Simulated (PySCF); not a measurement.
# Bi2 with other numerical set-ups

Aim: see how much the energy and properties of Bi2 depend on the numerical set-up.

Computed with PySCF 2.14.0. Level: method and basis as typed in the scripts.

4 further runs of the same task are left out: 1 for a known fault of the program, 3 that didn't finish.

### Step 1. The starting structure

Bi2: 2 atoms, charge 0, spin multiplicity 1.

Bond lengths: Bi1–Bi2 3.066 Å.

### Step 2. The base run

input.py

```python
from pyscf import gto, dft

mol = gto.M(
    atom='Bi 0 0 0; Bi 0 0 3.066',
    basis='sbkjc',
    ecp={'Bi': 'sbkjc'},
    charge=0,
    spin=0,
    symmetry=True,
    verbose=4,
)
mf = dft.RKS(mol, xc='wb97x')
mf.kernel()
g = mf.nuc_grad_method()
g.grid_response = True
g.kernel()
mf.dip_moment()
print('orbital energies (hartree):', mf.mo_energy[..., max(0, mol.nelec[1]-3):mol.nelec[0]+3].round(4))
```

Started as:

```sh
$ python input.py
```

The log of this run is left out.

Base result: E(SCF) = -10.868097 Eh, 6 cycles, μ = 0.00 D, gradient on the second atom 0.0810 Eh/bohr.

The bond length is a typed value, not an optimised one.

### Step 3. Def2-svpd

Run 1 changes basis set: sbkjc → def2-svpd. The core potential changes with it: totals don't compare.

input.py

```python
from pyscf import gto, dft

mol = gto.M(
    atom='Bi 0 0 0; Bi 0 0 3.066',
    basis='def2-svpd',
    ecp={'Bi': 'def2-svpd'},
    charge=0,
    spin=0,
    symmetry=True,
    verbose=4,
)
mf = dft.RKS(mol, xc='wb97x')
mf.kernel()
g = mf.nuc_grad_method()
g.grid_response = True
g.kernel()
mf.dip_moment()
print('orbital energies (hartree):', mf.mo_energy[..., max(0, mol.nelec[1]-3):mol.nelec[0]+3].round(4))
```

Started as:

```sh
$ python input.py
```

### Step 4. Crenbl

Run 2 changes basis set: sbkjc → crenbl. The core potential changes with it: totals don't compare.

input.py: that of step 2 with these lines changed.

```diff
@@ -4,4 +4,4 @@
     atom='Bi 0 0 0; Bi 0 0 3.066',
-    basis='sbkjc',
-    ecp={'Bi': 'sbkjc'},
+    basis='crenbl',
+    ecp={'Bi': 'crenbl'},
     charge=0,
```

### Step 5. Cartesian functions on

Run 3 changes Cartesian functions: off → on.

input.py: that of step 2 with these lines changed.

```diff
@@ -9,2 +9,3 @@
     symmetry=True,
+    cart=True,
     verbose=4,
```

### Step 6. Integration grid 4

Run 4 changes integration grid: default → 4.

input.py: that of step 2 with these lines changed.

```diff
@@ -12,2 +12,3 @@
 mf = dft.RKS(mol, xc='wb97x')
+mf.grids.level = 4
 mf.kernel()
```

Before running it: what results should come out? Wanted: for each run, E(SCF); from base; gap.

**Answer**, as computed:

| run | E(SCF) (hartree) | from base (eV) | cycles | gap (eV) | functions |
| --- | --- | --- | --- | --- | --- |
| base | -10.868097 | 0 | 6 | 5.46 | 16 |
| def2-svpd | -429.319528 | not comparable | 9 | 5.50 | 64 |
| crenbl | -144.056151 | not comparable | 9 | 5.53 | 64 |
| Cartesian functions on | -10.868097 | 0.0000 | 6 | 5.46 | 16 |
| integration grid 4 | -10.868120 | -0.0006 | 6 | 5.46 | 16 |

What this shows: The SCF energy stays the same, to the digits that matter, with Cartesian functions on. The basis has no d shells, so the Cartesian switch can't act. The dearest run is “def2-svpd”, at 20 s against 2.4 s.
